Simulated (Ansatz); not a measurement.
The system is GaGe3.

```
Ge Ga
1.0
     0.00000    3.38717    3.38717
     3.38717    0.00000    3.38717
     3.38717    3.38717    0.00000
Ge Ga
3 1
Cartesian
  3.3872 3.3872 3.3872
  5.0808 5.0808 5.0808
  1.6936 1.6936 1.6936
  0.0000 0.0000 0.0000
```

The cell comes from a database or a generator and needn't be the stable form of this composition.

Program: Ansatz 0.2.0. Alike in all runs: task single point; potentials or basis Ansatz PAW; no spin polarisation; cell as given; k mesh 4 × 4 × 4; cutoff (eV) 420; smearing fermi-dirac 0.05 eV; the mesh is coarse, so values aren't converged.

**Question.** Order these runs on this cell by their pressure, lowest first.
A. level PBE0; share of exact exchange 0.25
B. level PBE0 form with a typed share of exact exchange; share of exact exchange 0
C. level PBE0 form with a typed share of exact exchange; share of exact exchange 0.5

**Answer.** C (-3.0 GPa), A (-1.4 GPa), B (0.3 GPa).

Caveats: all runs use coarse meshes; the PAW data sets come from PBE, with cores solved anew for the run's functional, which leaves a small shift of forces and pressure (some runs); the thresholds are loose for stress (some runs); the PAW data sets were made with another functional, which shifts forces and pressure a little (some runs).
